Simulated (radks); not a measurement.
# Nuclear size and the levels of Mo⁺

Aim: how the total energy, the levels and the density at the nucleus of Mo⁺ respond when the nuclear radius is scaled.

Method: Dirac Kohn-Sham, BLYP, spin-unpolarised, spherical densities, finite nucleus; open shells are shared between the two j in proportion to 2j + 1. Code: radks (a radial shooting solver on a logarithmic mesh, Libxc functionals) version 1.

**1. The system**

| Item | Value |
| --- | --- |
| element | molybdenum (Z = 42) |
| charge | +1 |
| electrons | 41 |
| configuration | [Kr] 4d5 |
| nuclear rms radius | 4.4091 fm |

The outer shells:

Mo⁺
```
[Kr] core
4d [↑ ][↑ ][↑ ][↑ ][↑ ]
```

**2. rms radius 4.4091 fm**

Input:

```text
Z 42
configuration [Kr] 4d5 5s0 5p0
relativity Dirac
functional b88,lyp
spin unpolarised
j_filling average
nucleus finite rms 4.4091 fm
c 137.035999084
```

**3. rms radius 3.9285 fm**

Changes since step 2:

```diff
@@ -6,3 +6,3 @@
 j_filling average
-nucleus finite rms 4.4091 fm
+nucleus finite rms 3.9285 fm
 c 137.035999084
```

**4. rms radius 4.1886 fm**

Changes since step 3:

```diff
@@ -6,3 +6,3 @@
 j_filling average
-nucleus finite rms 3.9285 fm
+nucleus finite rms 4.1886 fm
 c 137.035999084
```

**5. rms radius 4.8059 fm**

Changes since step 4:

```diff
@@ -6,3 +6,3 @@
 j_filling average
-nucleus finite rms 4.1886 fm
+nucleus finite rms 4.8059 fm
 c 137.035999084
```

**6. rms radius 5.1498 fm**

Changes since step 5:

```diff
@@ -6,3 +6,3 @@
 j_filling average
-nucleus finite rms 4.8059 fm
+nucleus finite rms 5.1498 fm
 c 137.035999084
```

**Question.** What will these runs give? Wanted: for each run, rms radius; total energy shift; density at nucleus; 1s1/2 shift; 2s1/2 shift; 3p1/2 shift; 4s1/2 shift; 5s1/2 shift.

The runs gave:

| rms radius (fm) | total energy shift (eV) | density at nucleus (e/bohr³) | 1s1/2 shift (meV) | 2s1/2 shift (meV) | 3p1/2 shift (meV) | 4s1/2 shift (meV) | 5s1/2 shift (meV) |
| --- | --- | --- | --- | --- | --- | --- | --- |
| 3.9285 | -0.306 | 9.203e+04 | -129 | -13.9 | 0.172 | -0.413 | -0.0450 |
| 4.1886 | -0.144 | 9.139e+04 | -61.1 | -6.54 | 0.0812 | -0.195 | -0.0212 |
| 4.4091 | 0 | 9.088e+04 | 0 | 0 | 0 | 0 | 0 |
| 4.8059 | 0.277 | 9.004e+04 | 117 | 12.5 | -0.155 | 0.373 | 0.0406 |
| 5.1498 | 0.533 | 8.937e+04 | 225 | 24.2 | -0.300 | 0.720 | 0.0783 |

Shifts are against the first run. Over the range the 1s1/2 level moves by 0.355 eV and the 5s1/2 level by 0.123 meV. A larger nucleus binds the 1s electrons less and lowers the density at its centre. These are shifts of eigenvalues, not the field shifts of spectral lines.
